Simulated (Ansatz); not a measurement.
# FH7OSi3: the cost of one run

Program: Ansatz 0.2.0 through its Python package. The levels of theory stand in the script. These are calculated values, not measurements.

**1. The structure**

Bond lengths: F1–Si2 1.625 Å, Si2–Si3 2.321 Å, Si2–O4 1.700 Å, O4–Si5 1.597 Å, Si2–H6 1.491 Å, Si3–H7 1.514 Å, Si3–H8 1.445 Å, Si3–H9 1.496 Å, Si5–H10 1.523 Å, Si5–H11 1.455 Å, Si5–H12 1.459 Å. Angles (14 of 19 angles, heavy atoms first): F1–Si2–Si3 110.4°, F1–Si2–O4 106.4°, Si3–Si2–O4 110.5°, Si2–O4–Si5 139.4°, F1–Si2–H6 110.7°, Si3–Si2–H6 108.6°, O4–Si2–H6 110.2°, Si2–Si3–H7 110.6°, Si2–Si3–H8 114.5°, Si2–Si3–H9 109.7°, O4–Si5–H10 108.4°, O4–Si5–H11 107.6°, O4–Si5–H12 112.8°, H7–Si3–H8 108.6°.

The script holds or builds the structure itself.

**2. Script**

methods_fh7osi3.py reads:

```python
'''FH7OSi3 at several levels of theory.'''

from pathlib import Path

import ansatz
from ase import Atoms
import numpy as np

atoms = Atoms(['F', 'Si', 'Si', 'O', 'Si', 'H', 'H', 'H', 'H', 'H', 'H', 'H'], positions=[
    (-1.6278, -1.5012, -0.6657),
    (-1.2759, -0.0471, -0.0321),
    (-0.2927, 1.3165, -1.6328),
    (-0.1976, -0.3305, 1.2516),
    (1.1681, -1.1065, 1.5394),
    (-2.5103, 0.622, 0.471),
    (0.1543, 2.6252, -1.0155),
    (-1.1345, 1.6065, -2.7703),
    (0.9823, 0.6962, -2.1085),
    (1.5418, -0.8957, 3.0006),
    (2.1999, -0.5012, 0.7114),
    (1.0693, -2.5395, 1.2849),
])
system = ansatz.Crystal.molecule_from_ase(atoms)

calculation = system.calculation().basis(gaussian='def2-SVP')

print('functional    E (Ha)        dipole (D)   HOMO (eV)  LUMO (eV)')
for name in ['pbe', 'b3lyp', 'lda', 'blyp', 'r2scan']:
    r = calculation.functional(name).forces().orbitals().run(threads=1, pin='off', runs_dir='runs').report
    lines = Path(r['orbitals_path']).read_text().splitlines()
    field_of = lambda key: [line.split('=')[1].strip() for line in lines if line.startswith(key)]
    orbitals = [(27.211386 * float(e), s, float(n)) for e, s, n in zip(field_of('Ene='), field_of('Spin='), field_of('Occup='))]
    homo = max(e for e, _, n in orbitals if n > 0.5)
    lumo = min(e for e, _, n in orbitals if n < 0.5)
    dipole = 4.803205 * np.linalg.norm(r['charge_distribution']['dipole_moment_e_ang'])
    print(f'{name:10s} {r["free_energy_ev"] / 27.211386246:14.6f} {dipole:9.3f} {homo:11.3f} {lumo:10.3f}')
```

**3. What the engine is handed**

The engine receives this input (first run):

```yaml
crystal:
  periodic: [false, false, false]
  atoms:
    - { symbol: F, position_ang: [-1.6278, -1.5012, -0.6657] }
    - { symbol: Si, position_ang: [-1.2759, -0.0471, -0.0321] }
    - { symbol: Si, position_ang: [-0.2927, 1.3165, -1.6328] }
    - { symbol: O, position_ang: [-0.1976, -0.3305, 1.2516] }
    - { symbol: Si, position_ang: [1.1681, -1.1065, 1.5394] }
    - { symbol: H, position_ang: [-2.5103, 0.622, 0.471] }
    - { symbol: H, position_ang: [0.1543, 2.6252, -1.0155] }
    - { symbol: H, position_ang: [-1.1345, 1.6065, -2.7703] }
    - { symbol: H, position_ang: [0.9823, 0.6962, -2.1085] }
    - { symbol: H, position_ang: [1.5418, -0.8957, 3.0006] }
    - { symbol: H, position_ang: [2.1999, -0.5012, 0.7114] }
    - { symbol: H, position_ang: [1.0693, -2.5395, 1.2849] }
basis:
  gaussian:
    orbitals: def2-SVP
hamiltonian:
  xc: pbe
output:
  orbitals: {}
  forces: true
```

**4. Launch**

Run with:

```
> python methods_fh7osi3.py
```

Q: Estimate wall time and peak memory on 1 thread of Arm Neoverse V1, shared host.

About 28 s, with a peak of 0.33 GiB.
